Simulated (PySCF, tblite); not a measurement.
# C₄H₄N₂O₂S: geometry, infrared bands and NMR shifts

Aim: predict the infrared bands and NMR shifts of C₄H₄N₂O₂S (`COC(=O)c1cnns1`).

Computed with tblite 0.8.0 and PySCF 2.14.0, with density-fitted response routines of our own, on a single molecule in the gas phase. Atoms count from 0, in the outputs and in this text.

### 1 The molecule as given

13 atoms, charge 0, multiplicity 1; geometry from: force field or distance geometry start.

Bonds of the start (Å): C0–O1 1.42, O1–C2 1.39, C2–O3 1.28, C2–C4 1.45, C4–C5 1.37, C5–N6 1.29, N6–N7 1.26, N7–S8 1.82, S8–C4 1.66, C0–H9 1.11, C0–H10 1.09, C0–H11 1.13, C5–H12 1.12.

### 2 Relaxing the molecule with GFN2-xTB

What the job is given:

```
{"job": {"kind": "relax", "xc": "GFN2-xTB", "basis": "xTB"}, "charge": 0, "multiplicity": 1}
C     -2.607400    -0.441200     0.580200
O     -1.193100    -0.460600     0.719900
C     -0.343700     0.102300    -0.221400
O     -0.887400     0.655800    -1.233500
C      1.088500     0.043400    -0.007700
C      2.061600     0.542100    -0.831900
N      3.298900     0.403400    -0.493300
N      3.731400    -0.160900     0.549200
S      2.070600    -0.586800     1.170900
H     -2.917900    -1.131300    -0.236300
H     -3.127900    -0.611400     1.528300
H     -2.935900     0.578900     0.226500
H      1.757900     1.066900    -1.768600
```

The run is started by

```bash
> OMP_NUM_THREADS=1 python probes_run.py task.json out
```

One launch serves the whole session: the jobs run in the order shown.

**Question.** This job is followed by: GFN2-xTB harmonic vibrations, gas phase; GIAO PBE0/pcSseg-1 NMR shielding, non-relativistic, gas phase. What will the session give for the following? strongest single infrared mode (GFN2-xTB); zero-point energy (GFN2-xTB); 13C shifts against TMS (PBE0/pcSseg-1); 1H shifts against TMS (PBE0/pcSseg-1, means over atoms taken as alike); 17O shifts against H2O (PBE0/pcSseg-1); 15N shifts against NH3 (PBE0/pcSseg-1); 33S shifts against CS2 (PBE0/pcSseg-1).

As calculated:

```
                                                              quantity                          value
                             strongest single infrared mode (GFN2-xTB)          1752 cm⁻¹, 381 km/mol
                                          zero-point energy (GFN2-xTB)                  51.8 kcal/mol
                                13C shifts against TMS (PBE0/pcSseg-1)  166.5, 158.5, 150.7, 54.4 ppm
1H shifts against TMS (PBE0/pcSseg-1, means over atoms taken as alike)                 9.34, 4.18 ppm
                                17O shifts against H2O (PBE0/pcSseg-1)               421.7, 198.2 ppm
                                15N shifts against NH3 (PBE0/pcSseg-1)               479.6, 478.5 ppm
                                33S shifts against CS2 (PBE0/pcSseg-1)                        556 ppm
```

What this shows: The optimisation took 37 steps and gained 1.846 eV; among the close pairs (by a distance rule), N7–S8 changed most, from 1.824 to 1.648 Å. All 33 modes are real, so the xTB geometry is a minimum. The strongest single mode, at 1752 cm⁻¹, moves mainly C2 and O3. Unscaled tight-binding wavenumbers are off by several per cent, some by more. Its intensities can rank the bands wrongly. NICS(1)zz of -32 ppm above the planar ring from C4 marks a diatropic (aromatic) ring current.
